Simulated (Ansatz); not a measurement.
# C6H16AlN: one species, many methods

An exercise on one series of results from a longer session: the logs are not shown, and one member is left open.

Computed with Ansatz 0.2.0, Gaussian basis. Level: functionals in def2-TZVPP, the program's frozen cores in correlated methods.

The runs, in order: LDA (SPW92), PBE-D4, revPBE-D4, BLYP-D4, r2SCAN-D4, B97M-V, PBE0-D4, B3LYP-D4, r2SCANh-D4, r2SCAN0-D4, HSE06-D4, BHLYP-D4, CAM-B3LYP-D4, LC-ωPBE, ωB97X-V, ωB97M-V, B2PLYP, PBE-QIDH; CCSD(T)/def2-SVP; CCSD(T)/def2-TZVPP; MP2/def2-QZVPP; extrapolation to the limit; RPA on PBE.

## Structure used throughout

The geometry comes from an earlier relaxation with PBE0-D4 in a triple-zeta def2 set; it is a stationary point, not always the lowest conformer.

SMILES `C[CH](C)[Al]([NH2])[CH](C)C`, 24 atoms, charge 0, spin multiplicity 1.

Atoms are counted from 1 here; the program's logs count them from 0.

Bond lengths: C1–C2 1.527 Å, C1–H9 1.098 Å, C1–H10 1.094 Å, C1–H11 1.095 Å, C2–C3 1.532 Å, C2–Al4 1.975 Å, C2–H12 1.100 Å, C3–H13 1.094 Å, C3–H14 1.096 Å, C3–H15 1.097 Å, Al4–N5 1.775 Å, Al4–C6 1.974 Å, N5–H16 1.007 Å, N5–H17 1.007 Å, C6–C7 1.532 Å, C6–C8 1.527 Å, C6–H18 1.099 Å, C7–H19 1.098 Å and more. Angles: C2–C1–H9 111.5°, C2–C1–H10 112.4°, C2–C1–H11 111.4°, H9–C1–H10 107.4°, H9–C1–H11 106.7°, H10–C1–H11 107.2°, C1–C2–C3 110.6°, C1–C2–Al4 113.0°, C1–C2–H12 108.0°, C3–C2–Al4 111.3°, C3–C2–H12 107.2°, Al4–C2–H12 106.4°, C2–C3–H13 112.5°, C2–C3–H14 111.5°, C2–C3–H15 111.3°, H13–C3–H14 107.3°, H13–C3–H15 107.2°, H14–C3–H15 106.6° and more.

Set-up of the first run:

Input file in.yaml:

```yaml
crystal:
  periodic: [false, false, false]
  atoms:
    - {symbol: C, position_ang: [2.084217, 1.266211, -1.516537]}
    - {symbol: C, position_ang: [1.471574, 0.322655, -0.484256]}
    - {symbol: C, position_ang: [2.208057, 0.437061, 0.853764]}
    - {symbol: Al, position_ang: [-0.472577, 0.584245, -0.257866]}
    - {symbol: N, position_ang: [-1.192948, 2.066871, -0.917422]}
    - {symbol: C, position_ang: [-1.666871, -0.722425, 0.616678]}
    - {symbol: C, position_ang: [-2.203336, -1.713852, -0.420482]}
    - {symbol: C, position_ang: [-1.009065, -1.469958, 1.774696]}
    - {symbol: H, position_ang: [3.160408, 1.087540, -1.636747]}
    - {symbol: H, position_ang: [1.623825, 1.161140, -2.503025]}
    - {symbol: H, position_ang: [1.971361, 2.313538, -1.216072]}
    - {symbol: H, position_ang: [1.607118, -0.707980, -0.843954]}
    - {symbol: H, position_ang: [1.834511, -0.270634, 1.599205]}
    - {symbol: H, position_ang: [2.112042, 1.441343, 1.280974]}
    - {symbol: H, position_ang: [3.282580, 0.247661, 0.735552]}
    - {symbol: H, position_ang: [-0.691824, 2.771047, -1.434707]}
    - {symbol: H, position_ang: [-2.162941, 2.325938, -0.837683]}
    - {symbol: H, position_ang: [-2.523494, -0.160880, 1.014193]}
    - {symbol: H, position_ang: [-2.890858, -2.437508, 0.036146]}
    - {symbol: H, position_ang: [-1.395392, -2.296899, -0.877281]}
    - {symbol: H, position_ang: [-2.745279, -1.218217, -1.231577]}
    - {symbol: H, position_ang: [-0.125551, -2.026166, 1.443381]}
    - {symbol: H, position_ang: [-0.685965, -0.798903, 2.575984]}
    - {symbol: H, position_ang: [-1.694589, -2.202228, 2.220337]}
basis:
  gaussian: {orbitals: def2-TZVPP}
hamiltonian: {xc: lda}
output: {orbitals: {seedname: orbitals}}
```

The run is started by

```
$ ansatz run in.yaml --threads 4 --pin off --events-out ev --progress --plain --max-ram 66560MiB --backend cuda --devices 0, --max-vram 37GiB
```

Steps of the session up to this table: LDA; PBE-D4 (GGA); revPBE-D4 (GGA); BLYP-D4 (GGA); r2SCAN-D4 (meta-GGA); B97M-V (meta-GGA); B3LYP-D4 (hybrid); r2SCANh-D4 (hybrid); r2SCAN0-D4 (hybrid); HSE06-D4 (hybrid); BHLYP-D4 (hybrid); CAM-B3LYP-D4 (range-separated); LC-ωPBE (range-separated); ωB97X-V (range-separated); ωB97M-V (range-separated); B2PLYP (double hybrid); PBE-QIDH (double hybrid).

One table of the session follows, with a row left open; its other results are not shown here.

It belongs to the step «Orbital energies across the functionals». 

| functional | HOMO (eV) | gap (eV) |
| --- | --- | --- |
| LDA (SPW92) | -5.44 | 4.50 |
| PBE-D4 | -5.35 | 4.69 |
| revPBE-D4 | -5.30 | 4.79 |
| BLYP-D4 | -5.25 | 4.70 |
| r2SCAN-D4 | -5.56 | 5.23 |
| B97M-V | -5.66 | 5.10 |
| PBE0-D4 | -6.54 | 6.67 |
| B3LYP-D4 | -6.37 | 6.27 |
| r2SCANh-D4 | -6.01 | 5.94 |
| r2SCAN0-D4 | -6.69 | 7.00 |
| HSE06-D4 | -6.15 | 5.90 |
| BHLYP-D4 | -7.69 | 8.56 |
| CAM-B3LYP-D4 | ? | ? |
| LC-ωPBE | -9.18 | 11.37 |
| ωB97X-V | -8.86 | 10.83 |
| ωB97M-V | -8.73 | 10.36 |

Estimate the missing values for CAM-B3LYP-D4.

**Answer.** HOMO (eV): -7.89; gap (eV): 8.91. In the column «HOMO (eV)» it lies between ωB97M-V (-8.73) and BHLYP-D4 (-7.69).
